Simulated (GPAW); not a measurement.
# Mg3TiO4 (Pm-3m) in GPAW: a series of runs

Aim: see how the results for Mg3TiO4 move with the level of theory and the settings. Levels: PBEsol, PBEsol+U. Tasks: band structure.

Everything below comes from runs of GPAW 26.7.0. Logs are shortened: lines on timing, memory, paths and dates and some standing lists are left out, and cuts for length are marked. The log counts tension as positive stress, the text compression.

## Step 1: Starting point

Symmetry: Pm-3m, No. 221, cubic system. The conventional cell has a = 4.314 Å, b = 4.314 Å, c = 4.314 Å, α = 90.00°, β = 90.00°, γ = 90.00°. Ti (site symmetry m-3m) is surrounded by 6 O at 2.16 Å. Mg (site symmetry 4/mmm) is surrounded by 6 O at 2.16 Å. O (site symmetry 4/mmm) is surrounded by 2 Ti at 2.16 Å and 4 Mg at 2.16 Å. O (site symmetry m-3m) is surrounded by 6 Mg at 2.16 Å.

The cell comes from a database or a generator and needn't be the stable form of this composition.

## Step 2: Band structure, PBEsol

run.py

```python
from ase import Atoms
from ase.dft.bandgap import bandgap
from ase.io import write
from ase.units import GPa
from gpaw import GPAW, PW, setup_paths

setup_paths.insert(0, '.')

atoms = Atoms(['Ti', 'Mg', 'Mg', 'Mg', 'O', 'O', 'O', 'O'],
              cell=[[4.31365886, 0.0, 0.0],
                    [0.0, 4.31365886, 0.0],
                    [0.0, 0.0, 4.31365886]],
              scaled_positions=[[0.0, 0.0, 0.0],
                                [0.5, 0.5, 0.0],
                                [0.5, 0.0, 0.5],
                                [0.0, 0.5, 0.5],
                                [0.0, 0.5, 0.0],
                                [0.0, 0.0, 0.5],
                                [0.5, 0.5, 0.5],
                                [0.5, 0.0, 0.0]],
              pbc=True)

calc = GPAW(mode=PW(800),
            xc='PBEsol',
            kpts={'size': (6, 6, 6), 'gamma': True},
            occupations={'name': 'fermi-dirac', 'width': 0.05},
            nbands=55,
            convergence={'density': 1e-05, 'energy': 1e-05},
            maxiter=150,
            txt='gpaw.txt')
atoms.calc = calc
energy = atoms.get_potential_energy()
forces = atoms.get_forces()
stress = atoms.get_stress()
calc.write('gs.gpw')
write('result.traj', atoms)
print(f'Energy: {energy:.6f} eV')
print('Forces (eV/A):')
print(forces.round(4))
print('Stress (GPa):', (stress / GPa).round(3))
print('Fermi level:', round(calc.get_fermi_level(), 4), 'eV')
print(f'Gap: {bandgap(calc)[0]:.4f} eV, direct: {bandgap(calc, direct=True)[0]:.4f} eV')

path = atoms.cell.bandpath('GXMGRX,MR', npoints=60, eps=1e-4)
bs_calc = calc.fixed_density(kpts=path, symmetry='off', nbands=78,
                             convergence={'bands': 'CBM+6.0', 'eigenstates': 1e-6}, txt='bands.txt')
bs = bs_calc.band_structure()
bs.write('bs.json')
print(f'Gap on the path: {bandgap(bs_calc)[0]:.4f} eV')
```

Potentials or basis: PAW data sets generated in the run's folder for this functional, pw.

Launch:

```bash
$ gpaw-setup -f PBEsol Mg O Ti
$ OMP_NUM_THREADS=1 python run.py
```

gpaw.txt:

```text
__  _  _
 | _ |_)|_||  |
 |__||  | ||/\| - 26.7.0

Input parameters:
  mode=PW(ecut=800.0),
  convergence={'density': 1e-05, 'energy': 1e-05},
  kpts=MonkhorstPack(size=(6, 6, 6), gamma=True),
  maxiter=150,
  nbands=55,
  occupations=Occupations(name='fermi-dirac', width=0.05),
  xc=XC(name='PBEsol')

Diagonalizing LCAO Hamiltonian
Converting LCAO to pw mode
    .----------.
   /|          |
  / |          |
 *  |          |
 |Mg|   O      |
 |  .----------.
 O /  Mg      /
 |/     Mg   /
 Ti---O-----*

Atoms  # Å, Bohr magnetons
|   | symbol |        x |        y |        z |    initial magnetic moments |
|---|--------|----------|----------|----------|-----------------------------|
| 0 |     Ti | 0.000000 | 0.000000 | 0.000000 | ( 0.0000,  0.0000,  0.0000) |
| 1 |     Mg | 2.156829 | 2.156829 | 0.000000 | ( 0.0000,  0.0000,  0.0000) |
| 2 |     Mg | 2.156829 | 0.000000 | 2.156829 | ( 0.0000,  0.0000,  0.0000) |
| 3 |     Mg | 0.000000 | 2.156829 | 2.156829 | ( 0.0000,  0.0000,  0.0000) |
| 4 |      O | 0.000000 | 2.156829 | 0.000000 | ( 0.0000,  0.0000,  0.0000) |
| 5 |      O | 0.000000 | 0.000000 | 2.156829 | ( 0.0000,  0.0000,  0.0000) |
| 6 |      O | 2.156829 | 2.156829 | 2.156829 | ( 0.0000,  0.0000,  0.0000) |
| 7 |      O | 2.156829 | 0.000000 | 0.000000 | ( 0.0000,  0.0000,  0.0000) |

Unit cell  # Å
| periodic |        x |        y |        z |  lengths |    angles |
|----------|----------|----------|----------|----------|-----------|
|      yes | 4.313659 | 0.000000 | 0.000000 | 4.313659 | 90.000000 |
|      yes | 0.000000 | 4.313659 | 0.000000 | 4.313659 | 90.000000 |
|      yes | 0.000000 | 0.000000 | 4.313659 | 4.313659 | 90.000000 |

Number of symmetries: 48
Symmetry operations  # r_c * U_cc + t_c -> r_c
|    | kind |            matrix            |
|----|------|------------------------------|
|  0 |  E   |  1, 0, 0,  0, 1, 0,  0, 0, 1 |
|  1 |  σ   |  1, 0, 0,  0, 1, 0,  0, 0,-1 |
|  2 |  σ   |  1, 0, 0,  0, 0, 1,  0, 1, 0 |
|  3 |  C4  |  1, 0, 0,  0, 0, 1,  0,-1, 0 |
|  4 |  C4  |  1, 0, 0,  0, 0,-1,  0, 1, 0 |
|  5 |  σ   |  1, 0, 0,  0, 0,-1,  0,-1, 0 |
|  6 |  σ   |  1, 0, 0,  0,-1, 0,  0, 0, 1 |
|  7 |  C2  |  1, 0, 0,  0,-1, 0,  0, 0,-1 |
|  8 |  σ   |  0, 1, 0,  1, 0, 0,  0, 0, 1 |
|  9 |  C2  |  0, 1, 0,  1, 0, 0,  0, 0,-1 |
| 10 |  C3  |  0, 1, 0,  0, 0, 1,  1, 0, 0 |
| 11 |  S6  |  0, 1, 0,  0, 0, 1, -1, 0, 0 |
| 12 |  S6  |  0, 1, 0,  0, 0,-1,  1, 0, 0 |
| 13 |  C3  |  0, 1, 0,  0, 0,-1, -1, 0, 0 |
| 14 |  C4  |  0, 1, 0, -1, 0, 0,  0, 0, 1 |
| 15 |  S4  |  0, 1, 0, -1, 0, 0,  0, 0,-1 |
| 16 |  C3  |  0, 0, 1,  1, 0, 0,  0, 1, 0 |
| 17 |  S6  |  0, 0, 1,  1, 0, 0,  0,-1, 0 |
| 18 |  σ   |  0, 0, 1,  0, 1, 0,  1, 0, 0 |
| 19 |  C4  |  0, 0, 1,  0, 1, 0, -1, 0, 0 |
| 20 |  C2  |  0, 0, 1,  0,-1, 0,  1, 0, 0 |
| 21 |  S4  |  0, 0, 1,  0,-1, 0, -1, 0, 0 |
| 22 |  S6  |  0, 0, 1, -1, 0, 0,  0, 1, 0 |
| 23 |  C3  |  0, 0, 1, -1, 0, 0,  0,-1, 0 |
| 24 |  S6  |  0, 0,-1,  1, 0, 0,  0, 1, 0 |
| 25 |  C3  |  0, 0,-1,  1, 0, 0,  0,-1, 0 |
| 26 |  C4  |  0, 0,-1,  0, 1, 0,  1, 0, 0 |
| 27 |  σ   |  0, 0,-1,  0, 1, 0, -1, 0, 0 |
| 28 |  S4  |  0, 0,-1,  0,-1, 0,  1, 0, 0 |
| 29 |  C2  |  0, 0,-1,  0,-1, 0, -1, 0, 0 |
| 30 |  C3  |  0, 0,-1, -1, 0, 0,  0, 1, 0 |
| 31 |  S6  |  0, 0,-1, -1, 0, 0,  0,-1, 0 |
| 32 |  C4  |  0,-1, 0,  1, 0, 0,  0, 0, 1 |
| 33 |  S4  |  0,-1, 0,  1, 0, 0,  0, 0,-1 |
| 34 |  S6  |  0,-1, 0,  0, 0, 1,  1, 0, 0 |
| 35 |  C3  |  0,-1, 0,  0, 0, 1, -1, 0, 0 |
| 36 |  C3  |  0,-1, 0,  0, 0,-1,  1, 0, 0 |
[... 111 lines left out ...]
    valence: 6
    core:    2
    charge:  0.0  # [|e|]
    compensation charges:
      type: gauss
      rc: 0.21  # [Å]
      lmax: 2
    cutoffs:
      filter: 1.17  # [Å]
      core: 0.83  # [Å]
    projectors
    | kind |    occ | energy [eV] | rcut [Å] |
    |------|--------|-------------|----------|
    |   2s |  2.000 |     -23.808 |    0.688 |
    |   2p |  4.000 |      -8.972 |    0.598 |
    |    s |        |       3.404 |    0.688 |
    |    p |        |      18.239 |    0.598 |
    |    d |        |       0.000 |    0.619 |

    Using partial waves for O as LCAO basis

Reference energy: -47646.671388  # eV

eigensolver:
  PPCG
  Converge bands: occupied
  niter=2

density mixing:
  MSR1-Mixer
  Pratt-step length: 0.05
  Maximum mixing coefficient: 0.75
  Old densities: 10
  SVD Regularization: 0.005
  Good broyden scale: 1.0
  Trust region scale: 1.0
  Backstep threshold: 4.0
  History deletion threshold: 6.0
  Fourier metric: weight=20.0, sigma=0.015

occupation numbers:
  Fermi-Dirac:
    width: 0.0500  # eV

poisson solver:
  ecut: 6400.0  # eV

xc functional:
  name: PBEsol with 2 nearest neighbor stencil

convergence criteria:
- Maximum integral of absolute [dens]ity change: 1e-05 electrons / valence electron
- Maximum [total energy] change in last 3 cyles: 1e-05 eV / valence electron
- Maximum integral of absolute [eigenst]ate change: 4e-08 eV^2 / valence electron
maximum number of iterations: 150

SCF iterations
|iter     | |      energy | eigst |  dens |
|---------|-|-------------|-------|-------|
|iter:   1| |  -58.763288 | +0.44 |       |
|iter:   2| |  -57.577166 | -1.40 | -1.03 |
|iter:   3| |  -54.596859 | -1.06 | -1.10 |
|iter:   4| |  -54.495259 | -2.11 | -1.57 |
|iter:   5| |  -54.497532 | -2.83 | -1.85 |
|iter:   6| |  -54.493728 | -3.44 | -2.21 |
|iter:   7| |  -54.493837 | -4.98 | -2.97 |
|iter:   8| |  -54.493896c| -5.91 | -3.47 |
|iter:   9| |  -54.493875c| -6.60 | -4.02 |
|iter:  10| |  -54.493874c| -7.94c| -4.43 |
|iter:  11| |  -54.493874c| -8.07c| -5.22c|

Converged in 11 steps
Energy contributions relative to reference atoms: (reference = -47646.671388)

Energy contributions:
  Kinetic:          39.127290
  Coulomb:         -36.413372
  Zero:              0.695007
  External:          0.000000
  Xc:              -57.883335
  Entropy:          -0.038928
  Spinorbit:         0.000000
  ----------------------------
  Free energy:     -54.513338
  Extrapolated:    -54.493874

dipole moment: (-44.035559, -44.035559, -44.035559)  # |e|*Ang

Fermi level: 9.978
Eigenvalues  # (at kpt = [0.000, 0.000, 0.000])
| band index |      eig [eV] | occ [0-2] |
|------------|---------------|-----------|
|          0 |       -67.346 |     2.000 |
|        ... |               |           |
|         28 |         3.784 |     2.000 |
|         29 |         4.683 |     2.000 |
|         30 |         4.683 |     2.000 |
|         31 |         4.683 |     2.000 |
|         32 |         8.930 |     2.000 |
|         33 |         8.930 |     2.000 |
[... 8 lines left out ...]
|         42 |        15.936 |     0.000 |
|         43 |        17.160 |     0.000 |
|        ... |               |           |
|         54 |        23.903 |     0.000 |

No gap
No difference between direct/indirect transitions

Forces  # eV/Ang
|        x |        y |        z |
|----------|----------|----------|
|  0.00000 |  0.00000 |  0.00000 |  # Ti   0
| -0.00000 | -0.00000 | -0.00000 |  # Mg   1
|  0.00000 | -0.00000 | -0.00000 |  # Mg   2
| -0.00000 |  0.00000 |  0.00000 |  # Mg   3
|  0.00000 |  0.00000 |  0.00000 |  # O    4
|  0.00000 |  0.00000 |  0.00000 |  # O    5
|  0.00000 |  0.00000 |  0.00000 |  # O    6
|  0.00000 |  0.00000 |  0.00000 |  # O    7

Stress tensor  # eV/Ang^3
|        x |        y |        z |
|----------|----------|----------|
| 0.044981 | 0.000000 | 0.000000 |
| 0.000000 | 0.044981 | 0.000000 |
| 0.000000 | 0.000000 | 0.044981 |

# Writing to gs.gpw (mode='')
```

stdout:

```text
Energy: -54.493874 eV
Forces (eV/A):
[[ 0.  0.  0.]
 [-0. -0. -0.]
 [ 0. -0. -0.]
 [-0.  0.  0.]
 [ 0.  0.  0.]
 [ 0.  0.  0.]
 [ 0.  0.  0.]
 [ 0.  0.  0.]]
Stress (GPa): [7.207 7.207 7.207 0.    0.    0.   ]
Fermi level: 9.978 eV
Gap: 0.0000 eV, direct: 0.0000 eV
Gap on the path: 0.0000 eV
```

bands.txt:

```text
Diagonalizing LCAO Hamiltonian
Converting LCAO to pw mode
convergence criteria:
- Maximum integral of absolute [eigenst]ate change: 1e-06 eV^2 / valence electron
maximum number of iterations: 150

SCF iterations
|iter     | |      energy | eigst |  dens |
|---------|-|-------------|-------|-------|
|iter:   1| |             | +1.06 |       |
[... 66 lines left out ...]
         [0.5       , 0.5       , 0.0625    ],
         [0.5       , 0.5       , 0.125     ],
         [0.5       , 0.5       , 0.1875    ],
         [0.5       , 0.5       , 0.25      ],
         [0.5       , 0.5       , 0.3125    ],
         [0.5       , 0.5       , 0.375     ],
         [0.5       , 0.5       , 0.4375    ],
         [0.5       , 0.5       , 0.5       ]])),
  maxiter=150,
  nbands=78,
  occupations=Occupations(name='fermi-dirac', width=0.05),
  symmetry=Symmetry(point_group=False, time_reversal=False),
  xc=XC(name='PBEsol')
```

It took 5.5 min on 1 thread of Arm Neoverse V1, shared host; peak memory 0.74 GiB.

What came out:

- Free energy: -54.5133 eV
- Pressure: -7.2 GPa
- Band gap along the path: none (metal or under the smearing width)

Levels at the corners of the path, in eV from the Fermi level:
```tsv
point	band 29	band 30	band 31	band 32	band 33	band 34	band 35	band 36	band 37	band 38
Γ	-6.19	-5.30	-5.30	-5.30	-1.05	-1.05	-1.05	-0.92	1.13	1.13
X	-5.97	-5.97	-5.89	-5.89	-0.87	0.31	0.31	1.18	1.58	2.13
M	-6.60	-5.97	-5.78	-5.78	0.34	0.34	0.99	1.43	3.70	3.85
Γ	-6.19	-5.30	-5.30	-5.30	-1.05	-1.05	-1.05	-0.92	1.13	1.13
R	-5.97	-5.85	-5.85	-5.85	1.04	1.04	1.04	2.12	2.57	2.57
X	-5.97	-5.97	-5.89	-5.89	-0.87	0.31	0.31	1.18	1.58	2.13
M	-6.60	-5.97	-5.78	-5.78	0.34	0.34	0.99	1.43	3.70	3.85
R	-5.97	-5.85	-5.85	-5.85	1.04	1.04	1.04	2.12	2.57	2.57
```

Caveat: semilocal functionals often make such compounds metallic where correlation or magnetic order opens a gap, which also shifts bond lengths.

## Step 3: Band structure, PBEsol+U

Edit run.py of step 2 so:

```diff
@@ -26,2 +26,3 @@
             occupations={'name': 'fermi-dirac', 'width': 0.05},
+            setups={'Ti': ':d,1.0'},
             nbands=55,
```

Potentials or basis: PAW data sets generated in the run's folder for this functional, pw.

Launch:

```bash
$ gpaw-setup -f PBEsol Mg O Ti
$ OMP_NUM_THREADS=1 python run.py
```

gpaw.txt:

```text
__  _  _
 | _ |_)|_||  |
 |__||  | ||/\| - 26.7.0

Input parameters:
  mode=PW(ecut=800.0),
  convergence={'density': 1e-05, 'energy': 1e-05},
  kpts=MonkhorstPack(size=(6, 6, 6), gamma=True),
  maxiter=150,
  nbands=55,
  occupations=Occupations(name='fermi-dirac', width=0.05),
  setups={'Ti': ':d,1.0'},
  xc=XC(name='PBEsol')

Diagonalizing LCAO Hamiltonian
Converting LCAO to pw mode
    .----------.
   /|          |
  / |          |
 *  |          |
 |Mg|   O      |
 |  .----------.
 O /  Mg      /
 |/     Mg   /
 Ti---O-----*

Atoms  # Å, Bohr magnetons
|   | symbol |        x |        y |        z |    initial magnetic moments |
|---|--------|----------|----------|----------|-----------------------------|
| 0 |     Ti | 0.000000 | 0.000000 | 0.000000 | ( 0.0000,  0.0000,  0.0000) |
| 1 |     Mg | 2.156829 | 2.156829 | 0.000000 | ( 0.0000,  0.0000,  0.0000) |
| 2 |     Mg | 2.156829 | 0.000000 | 2.156829 | ( 0.0000,  0.0000,  0.0000) |
| 3 |     Mg | 0.000000 | 2.156829 | 2.156829 | ( 0.0000,  0.0000,  0.0000) |
| 4 |      O | 0.000000 | 2.156829 | 0.000000 | ( 0.0000,  0.0000,  0.0000) |
| 5 |      O | 0.000000 | 0.000000 | 2.156829 | ( 0.0000,  0.0000,  0.0000) |
| 6 |      O | 2.156829 | 2.156829 | 2.156829 | ( 0.0000,  0.0000,  0.0000) |
| 7 |      O | 2.156829 | 0.000000 | 0.000000 | ( 0.0000,  0.0000,  0.0000) |

Unit cell  # Å
| periodic |        x |        y |        z |  lengths |    angles |
|----------|----------|----------|----------|----------|-----------|
|      yes | 4.313659 | 0.000000 | 0.000000 | 4.313659 | 90.000000 |
|      yes | 0.000000 | 4.313659 | 0.000000 | 4.313659 | 90.000000 |
|      yes | 0.000000 | 0.000000 | 4.313659 | 4.313659 | 90.000000 |

Number of symmetries: 48
[... 214 lines left out ...]
|iter:   2| |  -56.763975 | -1.39 | -1.03 |
|iter:   3| |  -53.764067 | -1.07 | -1.09 |
|iter:   4| |  -53.671344 | -2.11 | -1.56 |
|iter:   5| |  -53.671645 | -2.81 | -1.83 |
|iter:   6| |  -53.667964 | -3.26 | -2.10 |
|iter:   7| |  -53.668150 | -4.85 | -2.94 |
|iter:   8| |  -53.668149c| -5.47 | -3.36 |
|iter:   9| |  -53.668166c| -6.54 | -3.85 |
|iter:  10| |  -53.668161c| -7.88c| -4.44 |
|iter:  11| |  -53.668162c| -7.77c| -5.14c|

Converged in 11 steps
Energy contributions relative to reference atoms: (reference = -47646.671388)

Energy contributions:
  Kinetic:          38.928237
  Coulomb:         -36.361091
  Zero:              0.712408
  External:          0.000000
  Xc:              -56.928133
  Entropy:          -0.039167
  Spinorbit:         0.000000
  ----------------------------
  Free energy:     -53.687746
  Extrapolated:    -53.668162

dipole moment: (-44.050501, -44.050501, -44.050501)  # |e|*Ang

Fermi level: 10.018
Eigenvalues  # (at kpt = [0.000, 0.000, 0.000])
| band index |      eig [eV] | occ [0-2] |
|------------|---------------|-----------|
|          0 |       -67.321 |     2.000 |
|        ... |               |           |
|         28 |         3.793 |     2.000 |
|         29 |         4.700 |     2.000 |
|         30 |         4.700 |     2.000 |
|         31 |         4.700 |     2.000 |
|         32 |         8.965 |     2.000 |
|         33 |         8.965 |     2.000 |
[... 8 lines left out ...]
|         42 |        15.959 |     0.000 |
|         43 |        17.170 |     0.000 |
|        ... |               |           |
|         54 |        23.904 |     0.000 |

No gap
No difference between direct/indirect transitions

Forces  # eV/Ang
|        x |        y |        z |
|----------|----------|----------|
| -0.00000 | -0.00000 | -0.00000 |  # Ti   0
| -0.00000 | -0.00000 | -0.00000 |  # Mg   1
| -0.00000 |  0.00000 | -0.00000 |  # Mg   2
|  0.00000 | -0.00000 | -0.00000 |  # Mg   3
|  0.00000 |  0.00000 | -0.00000 |  # O    4
| -0.00000 | -0.00000 |  0.00000 |  # O    5
|  0.00000 |  0.00000 |  0.00000 |  # O    6
|  0.00000 | -0.00000 |  0.00000 |  # O    7

Stress tensor  # eV/Ang^3
|        x |        y |        z |
|----------|----------|----------|
| 0.042155 | 0.000000 | 0.000000 |
| 0.000000 | 0.042155 | 0.000000 |
| 0.000000 | 0.000000 | 0.042155 |

# Writing to gs.gpw (mode='')
```

stdout:

```text
Energy: -53.668162 eV
Forces (eV/A):
[[-0. -0. -0.]
 [-0. -0. -0.]
 [-0.  0. -0.]
 [ 0. -0. -0.]
 [ 0.  0. -0.]
 [-0. -0.  0.]
 [ 0.  0.  0.]
 [ 0. -0.  0.]]
Stress (GPa): [6.754 6.754 6.754 0.    0.    0.   ]
Fermi level: 10.018 eV
Gap: 0.0000 eV, direct: 0.0000 eV
Gap on the path: 0.0000 eV
```

It took 5.5 min on 1 thread of Arm Neoverse V1, shared host; peak memory 0.75 GiB.

Results:

| Quantity | Value |
| --- | --- |
| Free energy | -53.6877 eV |
| Pressure | -6.8 GPa |
| Band gap along the path | none (metal or under the smearing width) |

Levels at the corners of the path, in eV from the Fermi level:
```
point  band 31  band 32  band 33  band 34  band 35  band 36
    Γ    -5.32    -5.32    -1.05    -1.05    -1.05    -0.95
    X    -5.93    -5.93    -0.88     0.32     0.32     1.40
    M    -5.80    -5.80     0.34     0.34     1.00     1.61
    Γ    -5.32    -5.32    -1.05    -1.05    -1.05    -0.95
    R    -5.86    -5.86     1.05     1.05     1.05     2.10
    X    -5.93    -5.93    -0.88     0.32     0.32     1.40
    M    -5.80    -5.80     0.34     0.34     1.00     1.61
    R    -5.86    -5.86     1.05     1.05     1.05     2.10
```

Caveat: U without spin polarisation on a metal has little footing.
